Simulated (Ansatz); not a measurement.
# C2H7NSn: up Jacob's ladder to CCSD(T)

An exercise on one series of results from a longer session: the logs are not shown, and one member is left open.

Method: functionals in def2-TZVPP, the program's frozen cores in correlated methods; program: Ansatz 0.2.0, Gaussian basis.

Plan: LDA (SPW92), PBE-D4, revPBE-D4, BLYP-D4, r2SCAN-D4, B97M-V, PBE0-D4, B3LYP-D4, r2SCANh-D4, r2SCAN0-D4, HSE06-D4, BHLYP-D4, CAM-B3LYP-D4, LC-ωPBE, ωB97X-V, ωB97M-V, B2PLYP, PBE-QIDH; CCSD(T)/def2-SVP; CCSD(T)/def2-TZVPP; MP2/def2-QZVPP; extrapolation to the limit; RPA on PBE.

1 further run of the same task is left out (for a known fault of the program).

**The geometry**

An earlier PBE0-D4 in a triple-zeta def2 set relaxation fixed the geometry. Sn takes the def2 core potential; no spin-orbit term is included.

SMILES `C[CH2][Sn][NH2]`, 11 atoms, charge 0, spin multiplicity 1.

Atoms are counted from 1 here; the program's logs count them from 0.

Bond lengths: C1–C2 1.526 Å, C1–H5 1.094 Å, C1–H6 1.095 Å, C1–H7 1.095 Å, C2–Sn3 2.205 Å, C2–H8 1.095 Å, C2–H9 1.094 Å, Sn3–N4 2.015 Å, N4–H10 1.009 Å, N4–H11 1.008 Å. Angles: C2–C1–H5 111.7°, C2–C1–H6 112.2°, C2–C1–H7 111.9°, H5–C1–H6 107.2°, H5–C1–H7 106.9°, H6–C1–H7 106.7°, C1–C2–Sn3 111.6°, C1–C2–H8 110.7°, C1–C2–H9 110.5°, Sn3–C2–H8 107.9°, Sn3–C2–H9 109.0°, H8–C2–H9 107.0°, C2–Sn3–N4 92.6°, Sn3–N4–H10 124.9°, Sn3–N4–H11 123.9°, H10–N4–H11 111.3°.

Set-up of the first run:

Input file in.yaml:

```yaml
crystal:
  periodic: [false, false, false]
  atoms:
    - {symbol: C, position_ang: [-0.949416, 1.034816, 0.391073]}
    - {symbol: C, position_ang: [-0.269621, -0.182384, 1.011083]}
    - {symbol: Sn, position_ang: [1.850796, -0.314654, 0.421223]}
    - {symbol: N, position_ang: [1.391089, -1.015798, -1.411329]}
    - {symbol: H, position_ang: [-0.918471, 1.002152, -0.701950]}
    - {symbol: H, position_ang: [-2.002316, 1.113520, 0.682408]}
    - {symbol: H, position_ang: [-0.468316, 1.970425, 0.695309]}
    - {symbol: H, position_ang: [-0.765144, -1.106583, 0.694831]}
    - {symbol: H, position_ang: [-0.333075, -0.142762, 2.102466]}
    - {symbol: H, position_ang: [0.455415, -1.206906, -1.738265]}
    - {symbol: H, position_ang: [2.074558, -1.208826, -2.126251]}
basis:
  gaussian: {orbitals: def2-TZVPP}
hamiltonian: {xc: lda}
output: {orbitals: {seedname: orbitals}}
```

The run is started by

```console
$ ansatz run in.yaml --threads 4 --pin off --events-out ev --progress --plain --max-ram 10444MiB
```

Among the steps run: LDA; PBE-D4 (GGA); revPBE-D4 (GGA); BLYP-D4 (GGA); r2SCAN-D4 (meta-GGA); B97M-V (meta-GGA); B3LYP-D4 (hybrid); r2SCANh-D4 (hybrid); r2SCAN0-D4 (hybrid); HSE06-D4 (hybrid); BHLYP-D4 (hybrid); CAM-B3LYP-D4 (range-separated); LC-ωPBE (range-separated); ωB97X-V (range-separated); ωB97M-V (range-separated); B2PLYP (double hybrid); PBE-QIDH (double hybrid).

One of the session's tables, all rows but one given; the rest of the session is left out.

It belongs to the step «Frontier levels by functional». 

| functional | HOMO (eV) | LUMO (eV) | gap (eV) |
| --- | --- | --- | --- |
| LDA (SPW92) | -5.10 | -2.62 | 2.48 |
| PBE-D4 | -4.95 | -2.39 | 2.56 |
| revPBE-D4 | -4.89 | -2.29 | 2.61 |
| BLYP-D4 | -4.83 | -2.32 | 2.51 |
| r2SCAN-D4 | ? | ? | ? |
| B97M-V | -5.11 | -2.35 | 2.76 |
| PBE0-D4 | -5.94 | -1.69 | 4.25 |
| B3LYP-D4 | -5.78 | -1.93 | 3.85 |
| r2SCANh-D4 | -5.53 | -2.03 | 3.50 |
| r2SCAN0-D4 | -6.09 | -1.65 | 4.45 |
| HSE06-D4 | -5.56 | -2.05 | 3.50 |
| BHLYP-D4 | -6.84 | -0.99 | 5.85 |
| CAM-B3LYP-D4 | -7.18 | -0.80 | 6.38 |
| LC-ωPBE | -8.38 | 0.28 | 8.66 |
| ωB97X-V | -8.09 | 0.17 | 8.26 |
| ωB97M-V | -8.01 | 0.00 | 8.01 |

Estimate the missing values for r2SCAN-D4.

Worked estimate for «HOMO (eV)». Against the share of exact exchange, r2SCANh-D4 (0.1, -5.53), r2SCAN0-D4 (0.25, -6.09) give a slope of -3.73 per unit share; at 0 the line stands at -5.16.

**Answer.** HOMO (eV): -5.16; LUMO (eV): -2.29; gap (eV): 2.87. In «HOMO (eV)» the line misses by 0.00.
